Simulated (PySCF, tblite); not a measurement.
# C₅H₇GeOS+: geometry, infrared bands and NMR shifts

Wanted: the infrared bands and NMR shifts of C₅H₇GeOS+ (`[GeH3][O]c1cccc[s+]1`), by calculation.

Computed with tblite 0.8.0 and PySCF 2.14.0, with density-fitted response routines of our own, on a single molecule in the gas phase. Atoms count from 0, in the outputs and in this text.

### 1 Starting geometry

15 atoms, charge 1, multiplicity 1; geometry from: force field or distance geometry start.

Bonds of the start (Å): Ge0–O1 1.83, O1–C2 1.38, C2–C3 1.40, C3–C4 1.41, C4–C5 1.41, C5–C6 1.40, C6–S7 1.69, S7–C2 1.71, Ge0–H8 1.55, Ge0–H9 1.54, Ge0–H10 1.55, C3–H11 1.09, C4–H12 1.08, C5–H13 1.07, C6–H14 1.09.

### 2 Relaxing the molecule with GFN2-xTB

What the job is given:

```
{"job": {"kind": "relax", "xc": "GFN2-xTB", "basis": "xTB"}, "charge": 1, "multiplicity": 1}
Ge     3.147800     0.211600     0.361400
O      1.696600    -0.862700     0.086600
C      0.386200    -0.419900     0.093200
C     -0.661800    -1.317200    -0.131700
C     -2.025800    -0.968400    -0.139900
C     -2.531000     0.336900     0.034400
C     -1.715800     1.450600     0.265600
S     -0.039200     1.216300     0.336600
H      3.029600     0.888400     1.753100
H      4.433600    -0.630600     0.306900
H      3.173800     1.300600    -0.742800
H     -0.410200    -2.368700    -0.277400
H     -2.749300    -1.755400    -0.311400
H     -3.593300     0.485400    -0.006500
H     -2.145800     2.441200     0.407600
```

The run is started by

```
OMP_NUM_THREADS=1 python probes_run.py task.json out
```

The driver reads the jobs from task.json and runs them one after another.

The log of the run:

```text
step      E/eV     max force
  0    -627.43272    3.599
  1    -627.75060    1.309
  2    -627.84468    1.492
  3    -627.90590    0.886
  4    -627.94367    0.396
  5    -627.96267    0.366
  6    -627.98294    0.434
  7    -628.00018    0.376
  8    -628.01292    0.320
  9    -628.02106    0.317
 10    -628.03103    0.280
 11    -628.04387    0.288
 12    -628.05508    0.262
 13    -628.06076    0.138
 14    -628.06282    0.127
 15    -628.06383    0.084
 16    -628.06456    0.061
 17    -628.06495    0.045
 18    -628.06520    0.041
 19    -628.06543    0.044
 20    -628.06561    0.035
 21    -628.06569    0.020
 22    -628.06573    0.015
 23    -628.06577    0.016
 24    -628.06582    0.017
 25    -628.06586    0.015
 26    -628.06590    0.015
 27    -628.06593    0.018
 28    -628.06597    0.024
 29    -628.06602    0.022
 30    -628.06608    0.024
 31    -628.06615    0.021
 32    -628.06622    0.029
 33    -628.06630    0.031
 34    -628.06637    0.022
 35    -628.06641    0.014
 36    -628.06644    0.013
 37    -628.06647    0.021
 38    -628.06651    0.024
 39    -628.06654    0.017
 40    -628.06657    0.014
 41    -628.06659    0.013
 42    -628.06661    0.012
 43    -628.06663    0.010
```

Wall time 1 s (1 thread of AMD EPYC, shared host).

The steps of the relaxation: (not every step is listed)

| step | energy from step 0 (eV) | largest force (eV/Å) |
| --- | --- | --- |
| 0 | 0.0000 | 3.5986 |
| 1 | -0.3179 | 1.3089 |
| 2 | -0.4120 | 1.4923 |
| 3 | -0.4732 | 0.8859 |
| 4 | -0.5109 | 0.3955 |
| 5 | -0.5299 | 0.3659 |
| 6 | -0.5502 | 0.4339 |
| 7 | -0.5675 | 0.3762 |
| 8 | -0.5802 | 0.3200 |
| 11 | -0.6111 | 0.2882 |
| 14 | -0.6301 | 0.1269 |
| 17 | -0.6322 | 0.0449 |
| 20 | -0.6329 | 0.0352 |
| 23 | -0.6331 | 0.0162 |
| 26 | -0.6332 | 0.0149 |
| 29 | -0.6333 | 0.0219 |
| 32 | -0.6335 | 0.0293 |
| 35 | -0.6337 | 0.0145 |
| 38 | -0.6338 | 0.0238 |
| 39 | -0.6338 | 0.0173 |
| 40 | -0.6338 | 0.0142 |
| 41 | -0.6339 | 0.0127 |
| 42 | -0.6339 | 0.0117 |
| 43 | -0.6339 | 0.0102 |

Close pairs (by a distance rule), those that changed most:

| bond | before (Å) | after (Å) | change (Å) |
| --- | --- | --- | --- |
| O1–C2 | 1.383 | 1.282 | -0.101 |
| Ge0–H9 | 1.538 | 1.483 | -0.055 |
| Ge0–H8 | 1.552 | 1.499 | -0.053 |
| Ge0–H10 | 1.551 | 1.499 | -0.052 |
| Ge0–O1 | 1.826 | 1.875 | +0.048 |
| C5–C6 | 1.399 | 1.359 | -0.041 |
| C3–C4 | 1.408 | 1.374 | -0.034 |
| C2–S7 | 1.708 | 1.733 | +0.025 |

The final coordinates are the input of the step that follows.

### 3 Harmonic vibrations with GFN2-xTB

What the job is given:

```
{"job": {"kind": "ir", "xc": "GFN2-xTB", "basis": "xTB"}, "charge": 1, "multiplicity": 1}
Ge     3.172910     0.294184     0.377071
O      1.616285    -0.717428     0.116203
C      0.384825    -0.362228     0.099162
C     -0.636144    -1.296545    -0.116025
C     -1.974215    -0.987954    -0.146648
C     -2.478816     0.310340     0.036043
C     -1.679189     1.385860     0.260651
S      0.023222     1.313909     0.351411
H      2.958765     0.883551     1.738747
H      4.117311    -0.842339     0.247082
H      3.109217     1.291516    -0.740355
H     -0.313526    -2.318464    -0.263847
H     -2.680222    -1.786709    -0.320225
H     -3.547600     0.460815    -0.003420
H     -2.077234     2.379481     0.399789
```

The log of the run:

```text
mode    cm-1     km/mol
  1      60.2      1.94
  2      78.4      0.69
  3     117.6      0.24
  4     163.9      1.30
  5     223.0     21.86
  6     277.8      0.56
  7     414.3     27.98
  8     434.0     39.64
  9     449.7      1.29
 10     521.0     33.35
 11     551.9     78.40
 12     588.0     65.31
 13     593.7      1.20
 14     687.4    100.48
 15     720.7     96.97
 16     744.5     55.68
 17     762.6     92.55
 18     773.9     51.48
 19     778.3     77.44
 20     838.8     19.13
 21     862.5      8.17
 22     909.7      0.11
 23     937.5      0.89
 24    1043.3     11.21
 25    1140.3     55.64
 26    1169.0      1.38
 27    1208.1      0.11
 28    1273.8     76.33
 29    1346.9     84.79
 30    1412.7    544.64
 31    1498.5     23.94
 32    1570.3    109.52
 33    1974.0     56.93
 34    2050.2    305.61
 35    2149.6    178.17
 36    3078.6      4.86
 37    3087.8      3.77
 38    3095.4     17.84
 39    3101.6     11.83
```

Wall time 1.8 s (1 thread of AMD EPYC, shared host).

The strongest bands and the atoms that carry them (share of the mass-weighted mode):

| cm⁻¹ | km/mol | atoms |
| --- | --- | --- |
| 687 | 100.5 | S7 20 %, C2 17 %, O1 17 %, C3 10 % |
| 721 | 97.0 | H9 29 %, H8 22 %, H10 22 % |
| 763 | 92.5 | H9 59 %, H8 20 %, H10 20 % |
| 1347 | 84.8 | C3 15 %, C6 12 %, C2 12 %, O1 11 % |
| 1413 | 544.6 | C2 35 %, C5 20 %, C3 15 % |
| 1570 | 109.5 | C5 27 %, C3 26 %, C6 20 %, C4 13 % |
| 2050 | 305.6 | H8 49 %, H10 49 % |
| 2150 | 178.2 | H9 91 % |

### 4 NMR shieldings: PBE0/pcSseg-1

The job, as its differences from that of step 3:

```diff
@@ -1,2 +1,2 @@
-{"job": {"kind": "ir", "xc": "GFN2-xTB", "basis": "xTB"}, "charge": 1, "multiplicity": 1}
+{"job": {"kind": "nmr", "xc": "PBE0", "basis": "pcSseg-1"}, "charge": 1, "multiplicity": 1}
 Ge     3.172910     0.294184     0.377071
```

Level: GIAO PBE0/pcSseg-1 NMR shielding, non-relativistic, gas phase.

The log of the run:

```text
coarse grid: 62120 points
cycle   1  E = -2743.7921529112  dE =  1.036e+00  |g| = 1.085e+00  |ddm| = 3.991e+00
cycle   2  E = -2743.5412971977  dE =  2.509e-01  |g| = 1.553e+00  |ddm| = 1.677e+00
cycle   3  E = -2743.8934846409  dE = -3.522e-01  |g| = 3.791e-01  |ddm| = 1.337e+00
cycle   4  E = -2743.9195463795  dE = -2.606e-02  |g| = 9.399e-02  |ddm| = 3.639e-01
cycle   5  E = -2743.9205510816  dE = -1.005e-03  |g| = 5.803e-02  |ddm| = 1.245e-01
cycle   6  E = -2743.9214615958  dE = -9.105e-04  |g| = 5.914e-03  |ddm| = 5.782e-02
cycle   7  E = -2743.9214688702  dE = -7.274e-06  |g| = 3.041e-03  |ddm| = 7.681e-03
final grid: 129640 points
cycle   8  E = -2743.9214814392  dE =  2.562e-06  |g| = 4.412e-03  |ddm| = 6.144e-03
cycle   9  E = -2743.9214741201  dE =  7.319e-06  |g| = 6.817e-03  |ddm| = 9.426e-03
cycle  10  E = -2743.9214859517  dE = -1.183e-05  |g| = 9.242e-04  |ddm| = 6.230e-03
cycle  11  E = -2743.9214861735  dE = -2.219e-07  |g| = 1.011e-04  |ddm| = 8.527e-04
cycle  12  E = -2743.9214861758  dE = -2.231e-09  |g| = 1.840e-05  |ddm| = 1.004e-04
cycle  13  E = -2743.9214861758  dE = -5.457e-11  |g| = 6.912e-06  |ddm| = 1.705e-05
converged SCF energy = -2743.9214861758

GIAO shielding tensors (ppm)
atom      isotropic    diamagn.    paramagn.     s11        s22        s33       span
  0 Ge    1357.438    2757.014   -1399.576   1250.705   1265.815   1555.793    305.088
  1 O       90.647     404.612    -313.965   -115.487     78.449    308.980    424.467
  2 C       -9.276     260.734    -270.011    -98.771    -33.646    104.588    203.359
  3 C       55.164     253.853    -198.689    -32.624     35.867    162.249    194.873
  4 C       27.378     254.696    -227.318    -87.524     -5.069    174.726    262.250
  5 C       52.102     253.933    -201.831    -58.271     24.758    189.820    248.090
  6 C       32.751     263.133    -230.381    -76.593     15.799    159.047    235.640
  7 S      211.516    1059.141    -847.625    -49.377    162.004    521.922    571.299
  8 H       25.767      27.868      -2.102     19.163     22.561     35.576     16.412
  9 H       25.675      27.230      -1.556     18.291     21.644     37.089     18.797
 10 H       25.767      28.030      -2.263     19.161     22.566     35.573     16.412
 11 H       23.494      30.705      -7.210     19.115     23.486     27.882      8.768
 12 H       22.736      28.278      -5.542     19.603     22.300     26.305      6.702
 13 H       23.249      27.545      -4.297     19.933     23.603     26.210      6.277
 14 H       22.873      28.896      -6.023     19.118     22.621     26.878      7.760
```

It took 1.8 min on 1 thread of AMD EPYC, shared host; peak memory 1 GiB.

The references, computed at this level on geometries of the same kind, shield at (ppm): ¹H TMS 31.72, ¹³C TMS 186.9, ¹⁷O H2O 336.1, ³³S CS2 504, ⁷³Ge GeMe4 1331. Their shielding less the atom's gives the shift. The references are single molecules in the gas phase, so shifts against H2O, NH3, PH3, H3PO4 or CFCl3 are not on the usual liquid scales and can be off by tens of ppm. Atoms listed in one row are averaged.

| atoms | environment | σ (ppm) | δ (ppm) |
| --- | --- | --- | --- |
| C2 | aromatic carbon bearing oxygen | -9.3 | 196.2 |
| C4 | aromatic CH | 27.4 | 159.5 |
| C6 | aromatic CH next to the ring sulfur | 32.8 | 154.2 |
| C5 | aromatic CH | 52.1 | 134.8 |
| C3 | aromatic CH | 55.2 | 131.8 |
| H12 | hydrogen on an aromatic CH | 22.74 | 8.98 |
| H14 | hydrogen on an aromatic CH next to the ring sulfur | 22.87 | 8.84 |
| H13 | hydrogen on an aromatic CH | 23.25 | 8.47 |
| H11 | hydrogen on an aromatic CH | 23.49 | 8.22 |
| H8, H9, H10 | hydrogen on a germanium bonded to O | 25.74 | 5.98 |
| Ge0 | germanium bonded to O, 3 H | 1357 | -26 |
| O1 | oxygen bonded to C, Ge | 90.6 | 245.4 |
| S7 | aromatic ring sulfur | 212 | 292 |

Charges from the same density, by scheme (e):

| atoms | Mulliken | IAO | Hirshfeld | ESP fit |
| --- | --- | --- | --- | --- |
| Ge0 | 0.46 | 0.72 | 0.48 | 0.63 |
| O1 | -0.61 | -0.45 | -0.15 | -0.42 |
| C2 | 0.17 | 0.18 | 0.13 | 0.48 |
| C3 | -0.04 | -0.17 | -0.03 | -0.34 |
| C4 | -0.05 | -0.06 | 0.04 | 0.15 |
| C5 | 0.00 | -0.14 | -0.01 | -0.28 |
| C6 | -0.25 | -0.23 | 0.00 | -0.04 |
| S7 | 0.41 | 0.44 | 0.24 | 0.07 |

Mayer bond orders: Ge0–O1 0.52, O1–C2 1.22, C2–C3 1.28, C3–C4 1.52, C4–C5 1.30, C5–C6 1.58, C6–S7 1.22, S7–C2 1.17.

Ring of atoms C2, C3, C4, C5, C6, S7: NICS(0) -6.4, NICS(1) -8.7, NICS(1)zz -19.0 ppm (means of both faces).

The fields below are evaluated on a grid from the run's orbitals.

Frontier orbitals at PBE0/pcSseg-1, with the share of their density that lies nearest to each atom:

| orbital | energy (eV) | lies on |
| --- | --- | --- |
| HOMO | -12.11 | O1 21 %; C3, C5, C6 about 17 % each; C2 10 % |
| LUMO | -7.06 | C4 22 %; S7 19 %; C2, C6 about 16 % each |

ELF in a plane through or near 13 of the atoms.

Ten even steps from '0' (0.00) to '9' (1.00):
```
0000000000000000000000000000
0000000000000000000000000000
0000000000000000000000000000
0000000000000376000000000000
0000000000001999300650000000
0000133000100999405995000000
0004999104760397438998000000
0009999407981336856994000000
0029999417445483825510000000
0006982626873452279657610000
0001333462426860052199960000
0000011212005326587599970000
0000012431065728175238710000
0000001110079337447200000000
0000000000059841899810000000
0000000000026510799910000000
0000000000000000289300000000
0000000000000000000000000000
0000000000000000000000000000
0000000000000000000000000000
```
The map spans 13.4 Å across and 10.1 Å up, centred on the molecule. Atoms in the plane (x, y in Å): Ge0 (-3.2, -0.2), O1 (-1.6, 0.8), C2 (-0.4, 0.4), C3 (0.7, 1.3), C4 (2.0, 0.9), C5 (2.5, -0.4), C6 (1.6, -1.4), S7 (-0.1, -1.3), H9 (-4.1, 1.0), H11 (0.4, 2.3), H12 (2.8, 1.7), H13 (3.5, -0.6), H14 (2.0, -2.5).

log10 of the density (e/Å³) in the same plane.

Values, 10 rows by 14 columns:
```
-4.0 -4.0 -4.0 -4.0 -4.0 -4.0 -4.0 -4.0 -4.0 -4.0 -4.0 -4.0 -4.0 -4.0
-4.0 -4.0 -4.0 -4.0 -4.0 -4.0 -3.8 -3.1 -3.4 -4.0 -4.0 -4.0 -4.0 -4.0
-4.0 -4.0 -3.2 -3.0 -3.3 -2.8 -1.9 -0.6 -1.4 -1.9 -2.0 -3.4 -4.0 -4.0
-4.0 -2.9 -1.5 -1.2 -1.6 -0.7 -1.1  0.2 -0.2 -0.1 -0.5 -2.5 -4.0 -4.0
-4.0 -2.4 -0.6  0.1 -0.5  1.9  0.2  0.3  0.2  1.1 -0.8 -2.3 -3.9 -4.0
-4.0 -2.7 -1.2  0.6  1.3 -0.5  0.0 -0.2 -0.7  0.7  0.1 -1.1 -3.1 -4.0
-4.0 -3.4 -2.0 -1.0 -0.8 -1.3  0.0  0.7  0.5  0.1 -0.8 -1.6 -3.5 -4.0
-4.0 -4.0 -3.0 -2.3 -2.1 -1.9 -0.7 -0.7 -0.3  0.1 -1.8 -3.3 -4.0 -4.0
-4.0 -4.0 -4.0 -3.7 -3.6 -3.1 -2.4 -2.3 -1.8 -1.6 -2.8 -4.0 -4.0 -4.0
-4.0 -4.0 -4.0 -4.0 -4.0 -4.0 -4.0 -4.0 -3.9 -3.8 -4.0 -4.0 -4.0 -4.0
```
The map spans 13.4 Å across and 10.1 Å up, centred on the molecule. Atoms in the plane (x, y in Å): Ge0 (-3.2, -0.2), O1 (-1.6, 0.8), C2 (-0.4, 0.4), C3 (0.7, 1.3), C4 (2.0, 0.9), C5 (2.5, -0.4), C6 (1.6, -1.4), S7 (-0.1, -1.3), H9 (-4.1, 1.0), H11 (0.4, 2.3), H12 (2.8, 1.7), H13 (3.5, -0.6), H14 (2.0, -2.5).

On the surface of density 0.002 e/bohr³ the electrostatic potential runs, from the 1st to the 99th percentile, from 3.08 V near O1 to 5.73 V near Ge0.

### 5 Results

| quantity | value |
| --- | --- |
| strongest single infrared mode (GFN2-xTB) | 1413 cm⁻¹, 545 km/mol |
| zero-point energy (GFN2-xTB) | 61.0 kcal/mol |
| ¹³C shifts against TMS (PBE0/pcSseg-1) | 196.2, 159.5, 154.2, 134.8, 131.8 ppm |
| ¹H shifts against TMS (PBE0/pcSseg-1, means over atoms taken as alike) | 8.98, 8.84, 8.47, 8.22, 5.98 ppm |
| ⁷³Ge shifts against GeMe4 (PBE0/pcSseg-1) | -26 ppm |
| ¹⁷O shifts against H2O (PBE0/pcSseg-1) | 245.4 ppm |
| ³³S shifts against CS2 (PBE0/pcSseg-1) | 292 ppm |

**Reading.** The optimisation took 43 steps and gained 0.634 eV; among the close pairs (by a distance rule), O1–C2 changed most, from 1.383 to 1.282 Å. No mode is imaginary among the 39: a minimum at this level. The strongest single mode, at 1413 cm⁻¹, is spread over several atoms, C2, C5, C3 among them. GFN2-xTB is a fitted tight-binding method: band positions and strengths are rough. Its intensities can rank the bands wrongly. At PBE0/pcSseg-1: The largest span, 571 ppm, is at S7, where the paramagnetic term is -848 ppm. NICS(1)zz of -19 ppm above the planar ring from C2 marks a diatropic (aromatic) ring current. At PBE0/pcSseg-1, counted by nearest atom on the grid, the HOMO lies on O1 21 %; C3, C5, C6 about 17 % each, the LUMO on C4 22 %; S7 19 %. Spin-orbit coupling is left out, which matters for shieldings and couplings at and beside the heavy atoms.
